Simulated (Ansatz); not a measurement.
**BFH2S2: basis-set convergence**

How large a basis does BFH2S2 need? Two functionals are run in growing sets.

Program: Ansatz 0.2.0, Gaussian basis. Level of theory: one geometry, several basis sets. These are calculated values, not measurements.

Plan: PBE0-D4/def2-SVP; ωB97M-V/def2-SVP; PBE0-D4/def2-QZVPP; ωB97M-V/def2-QZVPP; the functionals' def2-TZVPP values are taken from earlier runs.

### 1 The geometry

All runs share one geometry, relaxed beforehand with PBE0-D4 in a triple-zeta def2 set.

SMILES `FB(S)S`, 6 atoms, charge 0, spin multiplicity 1.

Atoms are counted from 1 here; the program's logs count them from 0.

Bond lengths: F1–B2 1.328 Å, B2–S3 1.805 Å, B2–S4 1.805 Å, S3–H5 1.343 Å, S4–H6 1.343 Å. Angles: F1–B2–S3 120.5°, F1–B2–S4 120.5°, S3–B2–S4 119.0°, B2–S3–H5 94.6°, B2–S4–H6 94.6°.

### 2 PBE0-D4 in def2-SVP

File in.yaml:

```yaml
crystal:
  periodic: [false, false, false]
  atoms:
    - {symbol: F, position_ang: [-0.456936, -0.765930, 1.012903]}
    - {symbol: B, position_ang: [-0.001037, -0.023782, 0.010054]}
    - {symbol: S, position_ang: [1.755211, -0.026789, -0.408141]}
    - {symbol: S, position_ang: [-1.127920, 1.003746, -0.956188]}
    - {symbol: H, position_ang: [2.093911, -0.896803, 0.557787]}
    - {symbol: H, position_ang: [-2.221130, 0.645459, -0.262514]}
basis:
  gaussian: {orbitals: def2-SVP}
hamiltonian: {xc: pbe0, dispersion: d4}
output: {orbitals: {seedname: orbitals}}
```

Further steps of the session: ωB97M-V in def2-SVP; PBE0-D4 in def2-QZVPP; ωB97M-V in def2-QZVPP.

Q: Predict the results of all the runs planned. Wanted: PBE0-D4: double and triple zeta above quadruple; ωB97M-V: double and triple zeta above quadruple.

The runs gave:

| quantity | value |
| --- | --- |
| PBE0-D4: double and triple zeta above quadruple | 12.35, 0.83 eV |
| ωB97M-V: double and triple zeta above quadruple | 12.33, 0.79 eV |

**Reading.** PBE0-D4 gains 11.52 eV from double to triple zeta, then 0.83 eV more. Total energies overstate the basis error of differences, where much of it tends to cancel. The LUMO of ωB97M-V is positive and keeps falling with the basis (2.16 to 1.37 eV): an unbound level that the basis holds in place.
